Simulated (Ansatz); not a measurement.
# TiAu2 (P-3m1) in Ansatz: convergence with scf exx energy threshold

Aim: find how far scf exx energy threshold must go before the results for TiAu2 settle, at PBE0. This setting moves, with any that are tied to it; all else stays.

All numbers are computed with Ansatz 0.2.0; they aren't measurements. Logs are shortened: lines on timing, memory, paths and dates and some standing lists are left out, and cuts for length are marked.

## (1) The crystal as given

The structure is trigonal, space group P-3m1 (No. 164). Conventional cell: a = 3.141 Å, b = 3.141 Å, c = 6.717 Å, α = 90.00°, β = 90.00°, γ = 120.00°. Ti (site symmetry -3m) has 6 Au at 2.71 Å as nearest neighbours. Au (site symmetry 3m) has 3 Ti at 2.71 Å as nearest neighbours.

The cell was built by a generator and needn't be a form met in nature.

## (2) With scf exx energy threshold 0.01

input.yaml

```yaml
crystal:
  lattice:
    - [3.14135657, 0.0, 0.0]
    - [-1.57067829, 2.72049459, 0.0]
    - [0.0, 0.0, 6.7167898]
  atoms:
    - { symbol: Ti, position: [0.0, 0.0, 0.0] }
    - { symbol: Au, position: [0.33333333, 0.66666667, 0.29933477] }
    - { symbol: Au, position: [0.66666667, 0.33333333, 0.70066523] }
hamiltonian:
  xc: pbe0
  pseudopotentials: { kind: paw }
kpoints:
  mp_grid: { grid: [5, 5, 2] }
scf:
  occupations: { method: gaussian, width: 0.1 }
  exx: { energy_threshold: 0.01 }
output:
  forces: true
  stress: true
  eigenvalues: true
```

Potentials or basis: Ansatz PAW.

Started as:

```bash
> ansatz run input.yaml --threads 2 --pin off --max-ram 5632MiB --backend cpu --events-out ev --progress --plain --runs-dir out
```

Wall time 20 s (2 threads of Arm Neoverse V1, shared host); peak memory 0.86 GiB.

What came out:

| Property | Result |
| --- | --- |
| Free energy | -28798.2477 eV |
| Pressure | -5.5 GPa |
| Largest force | 0.364 eV/Å |
| Band gap on the k mesh | 0.75 eV, indirect (least direct gap 1.24 eV) |

## (3) With scf exx energy threshold 0.001

Changes to input.yaml since step 2:

```diff
@@ -16,3 +16,3 @@
   occupations: { method: gaussian, width: 0.1 }
-  exx: { energy_threshold: 0.01 }
+  exx: { energy_threshold: 0.001 }
 output:
```

Potentials or basis: Ansatz PAW.

Started as:

```bash
> ansatz run input.yaml --threads 2 --pin off --max-ram 5632MiB --backend cpu --events-out ev --progress --plain --runs-dir out
```

Wall time 20 s (2 threads of Arm Neoverse V1, shared host); peak memory 0.85 GiB.

What came out:

```yaml
Free_energy: -28798.2477 eV
Pressure: -5.5 GPa
Largest_force: 0.364 eV/Å
Band_gap_on_the_k_mesh: 0.75 eV, indirect (least direct gap 1.24 eV)
```

## (4) With scf exx energy threshold 0.0001

Changes to input.yaml since step 3:

```diff
@@ -16,3 +16,3 @@
   occupations: { method: gaussian, width: 0.1 }
-  exx: { energy_threshold: 0.001 }
+  exx: { energy_threshold: 0.0001 }
 output:
```

Started as:

```bash
> ansatz run input.yaml --threads 2 --pin off --max-ram 5632MiB --backend cpu --events-out ev --progress --plain --runs-dir out
```

It took 20 s on 2 threads of Arm Neoverse V1, shared host; peak memory 0.86 GiB.

Results:

* Free energy: -28798.2477 eV
* Pressure: -5.5 GPa
* Largest force: 0.364 eV/Å
* Band gap on the k mesh: 0.75 eV, indirect (least direct gap 1.24 eV)

## (5) With scf exx energy threshold 1e-05

Changes to input.yaml since step 4:

```diff
@@ -16,3 +16,3 @@
   occupations: { method: gaussian, width: 0.1 }
-  exx: { energy_threshold: 0.0001 }
+  exx: { energy_threshold: 1.0e-05 }
 output:
```

Started as:

```bash
> ansatz run input.yaml --threads 2 --pin off --max-ram 5632MiB --backend cpu --events-out ev --progress --plain --runs-dir out
```

Wall time 20 s (2 threads of Arm Neoverse V1, shared host); peak memory 0.85 GiB.

It converged, with:

```yaml
Free_energy: -28798.2477 eV
Pressure: -5.5 GPa
Largest_force: 0.364 eV/Å
Band_gap_on_the_k_mesh: 0.75 eV, indirect (least direct gap 1.24 eV)
```

## (6) With scf exx energy threshold 1e-06

Changes to input.yaml since step 5:

```diff
@@ -16,3 +16,3 @@
   occupations: { method: gaussian, width: 0.1 }
-  exx: { energy_threshold: 1.0e-05 }
+  exx: { energy_threshold: 1.0e-06 }
 output:
```

Potentials or basis: Ansatz PAW.

Started as:

```bash
> ansatz run input.yaml --threads 2 --pin off --max-ram 5632MiB --backend cpu --events-out ev --progress --plain --runs-dir out
```

Run time: 20 s. Hardware: 2 threads of Arm Neoverse V1, shared host; peak memory 0.85 GiB.

The run converged. Its results:

```
Free energy            : -28798.2477 eV
Pressure               : -5.5 GPa
Largest force          : 0.364 eV/Å
Band gap on the k mesh : 0.75 eV, indirect (least direct gap 1.24 eV)
```

## (7) With scf exx energy threshold 1e-07

Changes to input.yaml since step 6:

```diff
@@ -16,3 +16,3 @@
   occupations: { method: gaussian, width: 0.1 }
-  exx: { energy_threshold: 1.0e-06 }
+  exx: { energy_threshold: 1.0e-07 }
 output:
```

Potentials or basis: Ansatz PAW.

Started as:

```bash
> ansatz run input.yaml --threads 2 --pin off --max-ram 5632MiB --backend cpu --events-out ev --progress --plain --runs-dir out
```

Standard output:

```text
Warning: output.stress: scf.convergence.dr2_threshold = 1e-7 eV (the SCF's general default) is looser than the 3e-10 eV advised for a printed stress (1e-10 eV for each atom of the cell: 3). What an SCF threshold leaves in a stress goes as its square root, and in the free energy as the threshold itself, and one threshold admits the most on a small cell: of the crystals measured, under no hybrid functional and no lock of the moments, on runs that ended without the residual-converged pass, on stresses that held no estimate of that error, the worst erred by over 100 MPa in a component at 1e-7 eV an atom and by under 5 at 1e-10. Set scf.convergence.dr2_threshold to 3e-10 eV or tighter. The threshold is an SCF's pass mark: one that does not reach it within its budget of iterations ends unconverged, or closes short of it on a stop that the run arms, and scf.convergence.dr2_threshold's page says what that costs each kind of run
Warning: output.stress: scf.exx.energy_threshold = 1e-7 eV is looser than the 3e-8 eV advised for a stress under a hybrid functional (1e-8 eV for each atom of the cell: 3). Every SCF of the exchange loop can meet its threshold on dr2 while the loop round them stops early: no threshold on dr2 bounds what that leaves in the stress. Set scf.exx.energy_threshold to 3e-8 eV or tighter. The threshold is the loop's pass mark: a loop that does not reach it within its budget of cycles ends unconverged, and scf.exx.energy_threshold's page has the law
Warning: RAYON_NUM_THREADS=2 ignored (pool sized by the plan → 2); use --threads N
Engine: ansatz 0.2.0, aarch64-unknown-linux-gnu
Pseudopotentials: kind: paw
Pseudopotential: Ti, paw, valence charge 12, recommended cutoff 420 eV (normal), Ti.paw.azcp
Pseudopotential: Au, paw, valence charge 19, recommended cutoff 420 eV (normal), Au.paw.azcp
Functional definition: PBE0
  parameter a = 0.25
  parameter kappa = 0.804
  parameter beta = 0.06672455060314922
  exchange = (1 - a)*pbe_x(kappa = kappa, mu = beta*pi^2/3) + a*exact_x
  correlation = pbe_c(beta = beta)
Crystal: 3 atoms, lattice volume = 57.402 Å³
Basis set: ecut = 420 eV, 1127 PW (Γ), exchange–correlation on 48×48×90 points (8 copies of the dense FFT grid, shifted against one another)
Bands: 30, of which v1, the nominal top of the filled ones, is band 25 counted from 1 (24 counted from 0)
Symmetry: 12 space group operations
Space group: P-3m1 (ITA 164), of the structure as read, at distance tolerance 3.9e-5 Å
k-points: 10 of 50
Non-local potential: Ti, projectors of the file, l = 0: 3, l = 1: 2, l = 2: 3, l = 3: 1
Non-local potential: Au, projectors of the file, l = 0: 3, l = 1: 2, l = 2: 2, l = 3: 1
PAW form: soft (Blöchl's): semilocal exchange-correlation on the pseudo side does not see the compensation charge
PAW frozen core: Ti, regenerated for the run's functional, and the local potential with it (the file was generated under x = pbe(κ = 0.804, μ = 0.2195149727645171), c = pbe(β = 0.06672455060314922))
PAW frozen core: Au, regenerated for the run's functional, and the local potential with it (the file was generated under x = pbe(κ = 0.804, μ = 0.2195149727645171), c = pbe(β = 0.06672455060314922))
PAW one-centre angular grid: Ti, 590 points (default); XC on 64 Gauss nodes
PAW one-centre angular grid: Au, 590 points (default); XC on 64 Gauss nodes
Initial density: superposition of atomic densities (neutral atoms: chi_scale 0, normalization atom), corrected by the library's trained network
[... 61 lines left out ...]
preconditioner: auto → none  [insulator: Δε(μ)=0.751 eV  Ē_g=7.757 eV  σ=0.100 eV  W_gap=1.00  n_scr=22 (ndim 8)  ℏωp=25.0 eV  f_vac=0.000  D(μ)=0.00/eV (n_scr^D=0)]
SCF iter   2: F=—  HF=-28798.247700 eV  |F-HF|=—  |Δ(HF+E_count)|=   3.68e-8  Δρ=5.68e-6  dr2=5.16e-8  ethr=3.21e-11  ⟨swp⟩=3.8  Hψ=712  notcnv=0
SCF iter   3: F=—  HF=-28798.247700 eV  |F-HF|=—  |Δ(HF+E_count)|=  2.62e-10  Δρ=3.55e-6  dr2=1.90e-8  ethr=3.21e-11  ⟨swp⟩=3.6  Hψ=700  notcnv=0
SCF iter   4: F=—  HF=-28798.247700 eV  |F-HF|=—  |Δ(HF+E_count)|=  7.75e-10  Δρ=1.74e-6  dr2=3.51e-9  ethr=3.21e-11  ⟨swp⟩=2.9  Hψ=567  notcnv=0  defer=1
SCF iter   5: F=-28798.247700 eV  HF=-28798.247700 eV  |F-HF|=8.00e-11  |Δ(HF+E_count)|=  2.11e-10  Δρ=3.57e-7  dr2=9.39e-11  ethr=6.48e-12  ⟨swp⟩=3.5  Hψ=581  notcnv=0
SCF 5 converged in 5 iterations: F = -28798.247700 eV  dr2 = 9.39e-11
  Residual-converged pass: ⟨swp⟩=3.2  Hψ=710  notcnv=0  max |occ|·‖R‖ = 2.2e-7 eV (tolerance 2.7e-7 eV)  dr2=8.48e-11  dr2_onsite=1.04e-11  max |Δocc| = 6.7e-16
hybrid outer 4: dexx = +6.642e-8 eV, tail = 5.81e-10 eV, Δε = 1.26e-4 eV (about 6.70e-6 eV left of the loop's levels), ΔF = 1.20e-3 eV/Å (tail 1.49e-4)
hybrid SCF converged: 4 outer / 29 inner (+8 warm-up), last move |dexx| = 6.64e-8 eV, tail = 5.81e-10 eV
Stability not checked: this state was not tested for a lower state beside it, because the functional holds exact exchange (a hybrid, or Hartree-Fock), whose exchange loop this test does not read (fock_operator; see scf.lower_state_search)
Free energy (F): -28798.247700 eV
Frozen-core exchange: fock
Harris-Foulkes:  -28798.247700 eV  (|F-HF|=8.00e-11)
Internal energy: -28798.247700 eV  (E = F + TS)
E sigma→0 (E₀):  -28798.247700 eV
Fermi energy:    16.096499 eV
--- Per-component energies (eV) ---
  E_band       = -865.437478
  E_kinetic    = 1479.199671
  E_local      = -4868.902606  (includes V_loc(G=0)·N_el)
  E_nonlocal   = 153.249353
  E_hartree    = 2038.146303
  E_xc         = -426.781167
  E_vxc        = -517.875797  (∫ρ·V_xc dr)
  E_exx        = -201.147411  (= α·E_x^exact, valence–valence)
  E_paw        = -20382.450524  (= ΣΔE_a)
  E_vpaw       = -785.108755  (= ΣTr[D̂ρ^β])
  E_aug_tail   = 0.002935  (compensation charges beyond the density's cutoff)
  E_ewald      = -6585.555124
  E_core_change = -4.009130  (= ΣΔE_core)
  E_smearing   = -0.000000  (= −TS)
  E_closure    = 0.000000  (closes the sum)
  Σ components = -28798.247700   (vs F -28798.247700, Δ=3.64e-12)
--- Forces (eV/Å), atoms counted from 1 ---
  atom   1  Ti    -0.00000000    -0.00000000     0.00000000
  atom   2  Au    -0.00000000     0.00000000     0.36379523
  atom   3  Au     0.00000000    -0.00000000    -0.36379523
  max |Σ_I F_I| component: 5.55e-17 eV/Å
--- Stress (GPa, compression-positive) ---
       -4.468801       0.000000       0.000000
        0.000000      -4.468801       0.000000
        0.000000       0.000000      -7.430637
  P = ⅓ Tr σ = -5.4561 GPa (-54.561 kbar)
--- Band table (eV; the first three rows and the last of 10) ---
  k-point 0: bands = ["-94.7849", "-94.7840", "-47.0511", "-45.0232", "-44.9995", "-44.9055", "-44.9055", "-44.9005", "-44.9005", "-21.7961", "-21.4084", "-21.4084", "6.2312", "8.0070", "8.9325", "9.8552", "9.8552", "10.0096", "10.0096", "10.5539", "10.5539", "11.1979", "11.1979", "11.8104", "12.1274", "17.2472", "17.4442", "17.4442", "18.6289", "18.6289"]
  k-point 1: bands = ["-94.7850", "-94.7842", "-47.0502", "-45.0342", "-44.9901", "-44.9060", "-44.9060", "-44.9001", "-44.9001", "-21.7936", "-21.4079", "-21.4079", "7.1858", "7.2400", "8.7544", "9.7113", "9.8898", "9.8898", "10.0545", "10.0545", "10.7629", "10.7629", "10.8497", "10.8497", "15.7350", "17.0148", "17.4721", "17.4721", "18.6823", "18.6823"]
  k-point 2: bands = ["-94.7841", "-94.7834", "-47.0371", "-45.0216", "-45.0000", "-44.9300", "-44.9242", "-44.9132", "-44.9069", "-21.7780", "-21.5041", "-21.4285", "7.2927", "8.6951", "9.2818", "9.6969", "9.7832", "9.9439", "10.1915", "10.3447", "10.5388", "10.6827", "11.0831", "11.6327", "13.8483", "17.0132", "17.9162", "17.9537", "18.6284", "18.8261"]
  k-point 9: bands = ["-94.7825", "-94.7823", "-47.0085", "-45.0132", "-45.0071", "-44.9689", "-44.9623", "-44.9414", "-44.9346", "-21.7458", "-21.6493", "-21.5291", "8.8835", "9.0205", "9.2445", "9.3274", "9.7336", "9.9866", "10.5320", "10.5694", "10.8790", "11.0975", "13.9363", "14.8421", "15.2058", "16.4855", "17.8247", "18.7788", "19.5433", "19.7278"]
```

Wall time 20 s (2 threads of Arm Neoverse V1, shared host); peak memory 0.85 GiB.

What came out:

* Free energy: -28798.2477 eV
* Pressure: -5.5 GPa
* Largest force: 0.364 eV/Å
* Band gap on the k mesh: 0.75 eV, indirect (least direct gap 1.24 eV)

## (8) The series at a glance

```
scf exx energy threshold  energy less the tightest run, at zero smearing (meV/atom)  SCF cycles  CPU time (s)  peak memory (GiB)
                    0.01                                                       0.00          38            38               0.86
                   0.001                                                       0.00          38            38               0.85
                  0.0001                                                       0.00          38            38               0.86
                   1e-05                                                       0.00          37            37               0.85
                   1e-06                                                       0.00          37            38               0.85
                   1e-07                                                       0.00          37            37               0.85
```

Against the tightest run, the energy stays within 1 meV/atom from 0.01 on. The tightest run that finished is the yardstick and may itself not be fully converged.

Caveats: all runs use coarse meshes; odd divisions of the mesh miss points on the zone boundary, where band edges often lie, so the gap on the mesh can be too wide; spin-orbit coupling is left out, which moves the levels of the heavy elements; the PAW data sets come from PBE, with cores solved anew for the run's functional, which leaves a small shift of forces and pressure; the thresholds are loose for stress.
